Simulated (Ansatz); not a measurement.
# GeH3O2 with multiplicity 2: rotation by 180° about the O1–Ge2 bond, part 2 of 2

Aim: the minimum-energy path and barrier of the rotation by 180° about the O1–Ge2 bond. The ends are relaxed first, then joined by a nudged elastic band. SMILES of the start: [OH][GeH][OH].

Ansatz 0.2.0; UKS r2SCANh/def2-SVP.

## Step 4: The band

crystal.atoms is end A as relaxed above, and neb.final_atoms is end B, turned to lie on A. With 5 inner images the band has 7 in all.

Input file input.yaml:

```yaml
crystal:
  periodic: [false, false, false]
  atoms:
    - { symbol: O, position_ang: [-1.104196, -0.703235, -0.247601] }
    - { symbol: Ge, position_ang: [0.373765, 0.264777, -0.52711] }
    - { symbol: O, position_ang: [1.190771, 0.194629, 1.044746] }
    - { symbol: H, position_ang: [-1.577085, -0.922848, -1.057701] }
    - { symbol: H, position_ang: [0.044543, 1.780979, -0.70685] }
    - { symbol: H, position_ang: [1.114202, -0.678402, 1.448415] }
magnetization:
  spin_polarized: true
  initial_magnetization: 1
basis:
  gaussian: { orbitals: def2-SVP }
hamiltonian:
  xc: r2scanh
neb:
  order_check: false
  images: 5
  f_tol: 0.03
  max_iterations: 60
  initial_path: idpp
  final_atoms:
    - { symbol: O, position_ang: [-1.29986468, -0.3293707, -0.67402964] }
    - { symbol: Ge, position_ang: [0.35227206, 0.33739498, -0.55001729] }
    - { symbol: O, position_ang: [0.99919424, 0.13279019, 1.10222511] }
    - { symbol: H, position_ang: [-1.34936874, -1.28733952, -0.5844878] }
    - { symbol: H, position_ang: [0.14408178, 1.86193298, -0.6812684] }
    - { symbol: H, position_ang: [1.19568535, -0.77950793, 1.34147702] }
```

Run with:

```bash
ansatz run input.yaml --threads 2 --pin off --max-ram 3072MiB --backend cpu --events-out ev --progress --plain --runs-dir out
```

Standard output (excerpt; [...] marks lines left out):

```text
Warning: RAYON_NUM_THREADS=2 ignored (pool sized by the plan → 2); use --threads N
[...]
Functional definition: r2SCANh
[...]
781 factors; integrals over basis functions are off by at most 2.4e-4 eV
[...]
mean field -60648.10304242 eV, -2228.7766780481 hartree, gradient 5.8e-5 eV, S^2 0.754199; 0 other end points of the search recorded, 0 dependent functions left out
[...]
reference -60648.10305139 eV, -2228.7766783778 hartree; 26, 25 occupied and 49, 50 virtual orbitals, 781 factors
781 factors; integrals over basis functions are off by at most 4.7e-4 eV
[...]
mean field -60648.08683854 eV, -2228.7760825666 hartree, gradient 5.8e-5 eV, S^2 0.753448; 0 other end points of the search recorded, 0 dependent functions left out
[...]
reference -60648.08684752 eV, -2228.7760828968 hartree; 26, 25 occupied and 49, 50 virtual orbitals, 781 factors
[...]
781 factors; integrals over basis functions are off by at most 3.4e-4 eV
mean field -60648.06858715 eV, -2228.7754118402 hartree, gradient 5.5e-5 eV, S^2 0.753419; 0 other end points of the search recorded, 0 dependent functions left out
[...]
reference -60648.06859616 eV, -2228.7754121715 hartree; 26, 25 occupied and 49, 50 virtual orbitals, 781 factors
NEB iter   1: max|band force component| = 7.492e-1 eV/Å  barrier→ = 0.0754 eV  barrier← = 0.0592 eV  Δτ_max = 0.0497 Å  (203 SCF iters)
[...]
NEB iter   2: max|band force component| = 4.867e-1 eV/Å  barrier→ = 0.0492 eV  barrier← = 0.0330 eV  CI = image 3  Δτ_max = 0.0481 Å  (151 SCF iters)
[...]
NEB iter   3: max|band force component| = 2.081e-1 eV/Å  barrier→ = 0.0340 eV  barrier← = 0.0178 eV  CI = image 3  Δτ_max = 0.0490 Å  (147 SCF iters)
[...]
781 factors; integrals over basis functions are off by at most 2.5e-4 eV
mean field -60648.09793078 eV, -2228.7764901988 hartree, gradient 4.2e-5 eV, S^2 0.754047; 0 other end points of the search recorded, 0 dependent functions left out
[...]
```

## Step 5: The output, continued: band between the two ends

The log, continued (excerpt; [...] marks lines left out):

```text
reference -60648.09793975 eV, -2228.7764905285 hartree; 26, 25 occupied and 49, 50 virtual orbitals, 781 factors
[...]
781 factors; integrals over basis functions are off by at most 2.6e-4 eV
[...]
mean field -60648.08660128 eV, -2228.7760738476 hartree, gradient 6.2e-5 eV, S^2 0.753744; 0 other end points of the search recorded, 0 dependent functions left out
[...]
reference -60648.08661022 eV, -2228.7760741760 hartree; 26, 25 occupied and 49, 50 virtual orbitals, 781 factors
[...]
781 factors; integrals over basis functions are off by at most 2.6e-4 eV
mean field -60648.07904118 eV, -2228.7757960190 hartree, gradient 8.1e-5 eV, S^2 0.753508; 0 other end points of the search recorded, 0 dependent functions left out
[...]
reference -60648.07905012 eV, -2228.7757963473 hartree; 26, 25 occupied and 49, 50 virtual orbitals, 781 factors
[...]
NEB iter   5: max|band force component| = 5.124e-2 eV/Å  barrier→ = 0.0225 eV  barrier← = 0.0063 eV  CI = image 3  Δτ_max = 0.0057 Å  (142 SCF iters)
[...]
NEB iter   6: max|band force component| = 2.480e-2 eV/Å  barrier→ = 0.0222 eV  barrier← = 0.0060 eV  CI = image 3  Δτ_max = 0.0000 Å  (280 SCF iters)
Total energy: -60648.08082362 eV, -2228.7758615222 hartree
Atom 0 at    -1.300760    -0.314345    -0.402209 Å, force    -0.000918     0.005201     0.008085 eV/Å
Atom 1 at     0.357461     0.343656    -0.522675 Å, force     0.007224    -0.003996     0.012190 eV/Å
Atom 2 at     1.186364     0.001608     1.017421 Å, force    -0.023896    -0.009316    -0.022574 eV/Å
Atom 3 at    -1.451281    -1.094960    -0.944805 Å, force     0.001640    -0.002750    -0.007544 eV/Å
Atom 4 at     0.246753     1.889029    -0.532995 Å, force     0.002208     0.003639    -0.000097 eV/Å
Atom 5 at     1.003463    -0.889086     1.339162 Å, force     0.013742     0.007222     0.009941 eV/Å
Dipole moment:    -0.012960    -0.419060    -0.275597 e Å
this run last wrote the band of iteration 6 to <dir>
```

It took 1.8 min on 2 threads of Arm Neoverse V2, shared host; peak memory 0.24 GiB.

## Step 6: Images and barrier

Images 0 and 6 are the ends. Energies count from image 0; the path length is the program's own measure over all atoms.

| image | path (Å) | energy (eV) | dihedral H4–O1–Ge2–O3 (°) | band force (eV/Å) |
| --- | --- | --- | --- | --- |
| 0 | 0.000 | 0.0000 | -168 | - |
| 1 | 0.204 | 0.0056 | -149 | 0.007 |
| 2 | 0.407 | 0.0168 | -129 | 0.014 |
| 3* | 0.611 | 0.0222 | -109 | 0.025 |
| 4 | 0.781 | 0.0204 | -93 | 0.017 |
| 5 | 0.952 | 0.0173 | -79 | 0.004 |
| 6 | 1.122 | 0.0162 | -67 | - |

The star marks the climbing image.

image, energy (eV) and a bar:
```
        0      0.000 
        1      0.006 ########
        2      0.017 #######################
        3      0.022 ##############################
        4      0.020 ############################
        5      0.017 #######################
        6      0.016 ######################
```

The top of the band by iteration:

```csv
iteration,highest image above image 0 (eV),largest band force (eV/Å)
1,0.0754,0.749
2,0.0492,0.487
3,0.0340,0.208
4,0.0240,0.118
5,0.0225,0.051
6,0.0222,0.025
```

Positions of all images (Å):

```xyz
6
image=0 dE=0.0000
O    -1.104   -0.703   -0.248
Ge    0.374    0.265   -0.527
O     1.191    0.195    1.045
H    -1.577   -0.923   -1.058
H     0.045    1.781   -0.707
H     1.114   -0.678    1.448
6
image=1 dE=0.0056
O    -1.174   -0.581   -0.252
Ge    0.361    0.296   -0.529
O     1.206    0.126    1.022
H    -1.533   -0.992   -1.045
H     0.126    1.833   -0.649
H     1.056   -0.746    1.406
6
image=2 dE=0.0168
O    -1.247   -0.445   -0.301
Ge    0.354    0.321   -0.527
O     1.206    0.062    1.012
H    -1.488   -1.054   -1.007
H     0.195    1.866   -0.594
H     1.021   -0.815    1.370
6
image=3 dE=0.0222
O    -1.301   -0.314   -0.402
Ge    0.357    0.344   -0.523
O     1.186    0.002    1.017
H    -1.451   -1.095   -0.945
H     0.247    1.889   -0.533
H     1.003   -0.889    1.339
6
image=4 dE=0.0204
O    -1.321   -0.219   -0.513
Ge    0.370    0.361   -0.515
O     1.140   -0.047    1.042
H    -1.435   -1.099   -0.888
H     0.286    1.905   -0.476
H     1.003   -0.965    1.303
6
image=5 dE=0.0173
O    -1.319   -0.147   -0.632
Ge    0.385    0.373   -0.499
O     1.064   -0.090    1.086
H    -1.434   -1.079   -0.843
H     0.317    1.914   -0.425
H     1.029   -1.035    1.268
6
image=6 dE=0.0162
O    -1.262   -0.144   -0.799
Ge    0.422    0.360   -0.482
O     0.913   -0.069    1.181
H    -1.393   -1.099   -0.819
H     0.345    1.903   -0.460
H     1.018   -1.015    1.332
```

## Step 7: Vibrations at the top

The geometry is the highest inner image of the first converged band.

Input file input.yaml:

```yaml
crystal:
  periodic: [false, false, false]
  atoms:
    - { symbol: O, position_ang: [-1.30076, -0.314345, -0.402209] }
    - { symbol: Ge, position_ang: [0.357461, 0.343656, -0.522675] }
    - { symbol: O, position_ang: [1.186364, 0.001608, 1.017421] }
    - { symbol: H, position_ang: [-1.451281, -1.09496, -0.944805] }
    - { symbol: H, position_ang: [0.246753, 1.889029, -0.532995] }
    - { symbol: H, position_ang: [1.003463, -0.889086, 1.339162] }
magnetization:
  spin_polarized: true
  initial_magnetization: 1
basis:
  gaussian: { orbitals: def2-SVP }
hamiltonian:
  xc: r2scanh
phonons: {}
```

Run with:

```bash
ansatz run input.yaml --threads 2 --pin off --max-ram 3072MiB --backend cpu --events-out ev --progress --plain --runs-dir out
```

Standard output (excerpt; [...] marks lines left out):

```text
Warning: RAYON_NUM_THREADS=2 ignored (pool sized by the plan → 2); use --threads N
[...]
[... 1 set-up line as earlier in the session ...]
[...]
779 factors; integrals over basis functions are off by at most 2.7e-4 eV
[...]
mean field -60648.08079449 eV, -2228.7758604520 hartree, gradient 6.0e-5 eV, S^2 0.753498; 0 other end points of the search recorded, 0 dependent functions left out
[...]
reference -60648.08080342 eV, -2228.7758607800 hartree; 26, 25 occupied and 49, 50 virtual orbitals, 779 factors
[...]
779 factors; integrals over basis functions are off by at most 2.7e-4 eV
mean field -60648.08072249 eV, -2228.7758578060 hartree, gradient 2.4e-6 eV, S^2 0.753492; 0 other end points of the search recorded, 0 dependent functions left out
[...]
reference -60648.08073142 eV, -2228.7758581341 hartree; 26, 25 occupied and 49, 50 virtual orbitals, 779 factors
[...]
779 factors; integrals over basis functions are off by at most 2.7e-4 eV
[...]
reference -60648.08063087 eV, -2228.7758544391 hartree; 26, 25 occupied and 49, 50 virtual orbitals, 779 factors
[...]
779 factors; integrals over basis functions are off by at most 2.7e-4 eV
mean field -60648.08066693 eV, -2228.7758557642 hartree, gradient 1.6e-6 eV, S^2 0.753497; 0 other end points of the search recorded, 0 dependent functions left out
[...]
reference -60648.08067585 eV, -2228.7758560921 hartree; 26, 25 occupied and 49, 50 virtual orbitals, 779 factors
[...]
779 factors; integrals over basis functions are off by at most 2.7e-4 eV
mean field -60648.08066086 eV, -2228.7758555410 hartree, gradient 2.5e-6 eV, S^2 0.753504; 0 other end points of the search recorded, 0 dependent functions left out
[...]
reference -60648.08066978 eV, -2228.7758558688 hartree; 26, 25 occupied and 49, 50 virtual orbitals, 779 factors
[...]
779 factors; integrals over basis functions are off by at most 2.7e-4 eV
mean field -60648.08077355 eV, -2228.7758596822 hartree, gradient 2.8e-6 eV, S^2 0.753492; 0 other end points of the search recorded, 0 dependent functions left out
[...]
```

## Step 8: The output, continued: vibrations at the highest image of the band

Output, continued (excerpt; [...] marks lines left out):

```text
reference -60648.08078247 eV, -2228.7758600103 hartree; 26, 25 occupied and 49, 50 virtual orbitals, 779 factors
[...]
779 factors; integrals over basis functions are off by at most 2.7e-4 eV
[...]
mean field -60648.08078711 eV, -2228.7758601806 hartree, gradient 2.8e-6 eV, S^2 0.753497; 0 other end points of the search recorded, 0 dependent functions left out
[...]
reference -60648.08079603 eV, -2228.7758605085 hartree; 26, 25 occupied and 49, 50 virtual orbitals, 779 factors
[...]
779 factors; integrals over basis functions are off by at most 2.7e-4 eV
mean field -60648.08077873 eV, -2228.7758598728 hartree, gradient 2.3e-6 eV, S^2 0.753500; 0 other end points of the search recorded, 0 dependent functions left out
[...]
reference -60648.08078766 eV, -2228.7758602008 hartree; 26, 25 occupied and 49, 50 virtual orbitals, 779 factors
[...]
779 factors; integrals over basis functions are off by at most 2.7e-4 eV
[...]
reference -60648.08075324 eV, -2228.7758589360 hartree; 26, 25 occupied and 49, 50 virtual orbitals, 779 factors
WARN: phonons: modes at or below zero, which the zero-point energy, F, S and C_V leave out: 1, the lowest at -152.10 cm⁻¹. A minimum has none, and a first-order saddle one
Total energy: -60648.08080342 eV, -2228.7758607800 hartree
Atom 0 at    -1.300760    -0.314345    -0.402209 Å, force    -0.001010     0.005189     0.008049 eV/Å
Atom 1 at     0.357461     0.343656    -0.522675 Å, force     0.007335    -0.003966     0.012274 eV/Å
Atom 2 at     1.186364     0.001608     1.017421 Å, force    -0.023903    -0.009284    -0.022651 eV/Å
Atom 3 at    -1.451281    -1.094960    -0.944805 Å, force     0.001653    -0.002711    -0.007533 eV/Å
Atom 4 at     0.246753     1.889029    -0.532995 Å, force     0.002172     0.003566    -0.000103 eV/Å
Atom 5 at     1.003463    -0.889086     1.339162 Å, force     0.013754     0.007205     0.009964 eV/Å
Dipole moment:    -0.012954    -0.419053    -0.275596 e Å
Vibrations: -152.10 184.47 303.15 610.10 684.90 689.65 705.39 857.14 884.95 2057.95 3883.34 3911.26 cm⁻¹, zero-point energy 0.915766 eV
```

Run time: 74 s. Hardware: 2 threads of Arm Neoverse V2, shared host; peak memory 0.23 GiB.

Of 12 modes, 1 is imaginary by more than 30 cm⁻¹ (152i cm⁻¹).

## Step 9: Summary of results

The summary covers parts 1 to 2.

```
                    quantity                     value
                       end A   9 moves, 0.178 eV lower
                       end B  14 moves, 0.194 eV lower
            barrier forwards                  0.022 eV
           barrier backwards                  0.006 eV
second end relative to first                 +0.016 eV
               highest image     3 of 0 to 6, climbing
             band iterations                         6
  imaginary modes at the top                 152i cm⁻¹
```

The top lies 0.022 eV above the first end, or 0.9 kT at room temperature. Going back costs 0.006 eV, since the second end is 0.016 eV above the first. One side of the top is under 10 meV high, within the band's own error, so that end is barely a minimum along this path. The listed dihedral goes from -168° at end A through -109° at the highest image to -67° at end B; the relaxed ends differ by 101° in it rather than the 180° set up, and other torsions can move along the band as well. One imaginary mode, as a first-order saddle point has. These are electronic energies, with no zero-point or thermal terms.
